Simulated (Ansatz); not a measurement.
# CH3ClFInO: the cost of one run

Method: BLYP/def2-SVP with D3(BJ) with three-body dispersion; program: Ansatz 0.2.0, Gaussian basis.

### Step 1. The relaxed structure

The geometry comes from an earlier relaxation with PBE0-D4 in a triple-zeta def2 set; it is a stationary point, not always the lowest conformer. In takes the def2 core potential; no spin-orbit term is included.

SMILES `C[O][In]([F])[Cl]`, 8 atoms, charge 0, spin multiplicity 1.

Atoms are counted from 1 here; the program's logs count them from 0.

Bond lengths: C1–O2 1.414 Å, C1–H6 1.094 Å, C1–H7 1.096 Å, C1–H8 1.096 Å, O2–In3 1.955 Å, In3–F4 1.941 Å, In3–Cl5 2.283 Å. Angles: O2–C1–H6 107.7°, O2–C1–H7 111.2°, O2–C1–H8 113.5°, H6–C1–H7 108.2°, H6–C1–H8 108.1°, H7–C1–H8 108.1°, C1–O2–In3 121.4°, O2–In3–F4 115.3°, O2–In3–Cl5 126.0°, F4–In3–Cl5 118.7°.

### Step 2. The run

in.yaml reads:

```yaml
crystal:
  periodic: [false, false, false]
  atoms:
    - {symbol: C, position_ang: [-0.532272, -0.379153, 1.217436]}
    - {symbol: O, position_ang: [0.134123, 0.686478, 0.569258]}
    - {symbol: In, position_ang: [0.636138, 0.575038, -1.316882]}
    - {symbol: F, position_ang: [0.321051, -1.144495, -2.159218]}
    - {symbol: Cl, position_ang: [1.583977, 2.244214, -2.553708]}
    - {symbol: H, position_ang: [-0.296978, -0.318987, 2.284100]}
    - {symbol: H, position_ang: [-1.618612, -0.295192, 1.101482]}
    - {symbol: H, position_ang: [-0.227406, -1.367913, 0.857532]}
basis:
  gaussian: {orbitals: def2-SVP}
hamiltonian: {xc: {name: BLYP}, dispersion: d3bjatm}
md: {timestep: 0.5 fs, n_steps: 20, ensemble: nvt_langevin, temperature: 700, initial_velocities: maxwell_boltzmann, friction: 0.01, seed: 584}
```

On the command line:

```sh
> ansatz run in.yaml --threads 4 --pin off --events-out ev --progress --plain --max-ram 10444MiB
```

**Question.** How long does this run take on 4 threads of Arm Neoverse V1, shared host, and how much memory does it need?

About 21 s, with a peak of 0.42 GiB.
